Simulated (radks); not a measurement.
# The first electron to leave Hf⁵⁺

Aim: remove one electron from each of the outer sub-shells of Hf⁵⁺ ([Xe] 4f(5/2: 6, 7/2: 7)) in turn, let the ion relax, and find the cheapest removal. The parent's configuration is the lowest that an earlier search found at this level.

The numbers are computed with radks (a radial shooting solver on a logarithmic mesh, Libxc functionals) version 1 (Dirac Kohn-Sham, PBE, spin-unpolarised, spherical densities, finite nucleus), except any that are marked as measured or tabulated.

3 further runs of the same task are left out: 3 set aside as unsound or not needed.

## Step 1: Starting point

* element: hafnium (Z = 72)
* charge: +5
* electrons: 67
* configuration: [Xe] 4f(5/2: 6, 7/2: 7)
* nuclear rms radius: 5.347 fm

A shell typed twice in an input gives the lower j, then the higher j.

## Step 2: The parent, Hf⁵⁺

From an earlier run at this level the parent has E = -15090.263324 hartree and these outer levels (eV):

```
level  occupation  energy (eV)
4p3/2           4      -428.29
4d3/2           4      -278.69
4d5/2           6      -267.90
5s1/2           2      -127.17
5p1/2           2      -100.16
5p3/2           4      -91.254
4f5/2           6      -82.669
4f7/2           7      -80.827
```

## Step 3: Remove 4f7/2: [Xe] 4f(5/2: 6, 7/2: 6)

The run's settings:

```text
Z 72
configuration [Xe] 4f6 4f6
relativity Dirac
functional pbe,pbe
spin unpolarised
j_filling energy
nucleus finite rms 5.347 fm
c 137.035999084
```

## Step 4: Remove 4f5/2: [Xe] 4f(5/2: 5, 7/2: 7)

Changes since step 3:

```diff
@@ -1,3 +1,3 @@
 Z 72
-configuration [Xe] 4f6 4f6
+configuration [Xe] 4f5 4f7
 relativity Dirac
```

## Step 5: Remove 5p3/2: [Kr] 4d10 4f(5/2: 6, 7/2: 7) 5s2 5p(1/2: 2, 3/2: 3)

Changes since step 4:

```diff
@@ -1,3 +1,3 @@
 Z 72
-configuration [Xe] 4f5 4f7
+configuration [Kr] 4d10 4f6 4f7 5s2 5p2 5p3
 relativity Dirac
```

## Step 6: Remove 5p1/2: [Kr] 4d10 4f(5/2: 6, 7/2: 7) 5s2 5p(1/2: 1, 3/2: 4)

Changes since step 5:

```diff
@@ -1,3 +1,3 @@
 Z 72
-configuration [Kr] 4d10 4f6 4f7 5s2 5p2 5p3
+configuration [Kr] 4d10 4f6 4f7 5s2 5p1 5p4
 relativity Dirac
```

## Step 7: Ion rearranged (move 4f7/2 to 6s1/2 after a removal): [Xe] 4f(5/2: 6, 7/2: 5) 6s1

Changes since step 6:

```diff
@@ -1,3 +1,3 @@
 Z 72
-configuration [Kr] 4d10 4f6 4f7 5s2 5p1 5p4
+configuration [Xe] 4f6 4f5 6s1
 relativity Dirac
```

## Step 8: Ion rearranged (move 4f7/2 to 6p1/2 after a removal): [Xe] 4f(5/2: 6, 7/2: 5) 6p(1/2: 1, 3/2: 0)

Changes since step 7:

```diff
@@ -1,3 +1,3 @@
 Z 72
-configuration [Xe] 4f6 4f5 6s1
+configuration [Xe] 4f6 4f5 6p1 6p0
 relativity Dirac
```

## Step 9: Ion rearranged (move 4f7/2 to 5d3/2 after a removal): [Xe] 4f(5/2: 6, 7/2: 5) 5d(3/2: 1, 5/2: 0)

Changes since step 8:

```diff
@@ -1,3 +1,3 @@
 Z 72
-configuration [Xe] 4f6 4f5 6p1 6p0
+configuration [Xe] 4f6 4f5 5d1 5d0
 relativity Dirac
```

What does the calculation give? Wanted: for each run, case; final configuration; Δ-SCF; −ε of the level emptied.

The runs gave:

```
                                                case                                  final configuration  Δ-SCF (eV)  −ε of the level emptied (eV)
                                        remove 4f7/2                              [Xe] 4f(5/2: 6, 7/2: 6)      93.590                        80.827
                                        remove 4f5/2                              [Xe] 4f(5/2: 5, 7/2: 7)      95.523                        82.669
                                        remove 5p3/2  [Kr] 4d10 4f(5/2: 6, 7/2: 7) 5s2 5p(1/2: 2, 3/2: 3)      99.627                        91.254
                                        remove 5p1/2  [Kr] 4d10 4f(5/2: 6, 7/2: 7) 5s2 5p(1/2: 1, 3/2: 4)      108.99                        100.16
ion rearranged (move 4f7/2 to 5d3/2 after a removal)           [Xe] 4f(5/2: 6, 7/2: 5) 5d(3/2: 1, 5/2: 0)      132.98                             -
ion rearranged (move 4f7/2 to 6s1/2 after a removal)                          [Xe] 4f(5/2: 6, 7/2: 5) 6s1      147.21                             -
ion rearranged (move 4f7/2 to 6p1/2 after a removal)           [Xe] 4f(5/2: 6, 7/2: 5) 6p(1/2: 1, 3/2: 0)      156.20                             -
```

**Reading.** Removal from 4f7/2 costs least (93.590 eV), ahead of 4f5/2 (95.523 eV). 4f7/2 is also the highest occupied level of the parent. NIST lists 98 eV (theoretical); its ground configuration differs from the one found lowest here for the ion. Spin polarisation and multiplet splitting are left out, so open shells lie too high by an amount that depends on their filling.
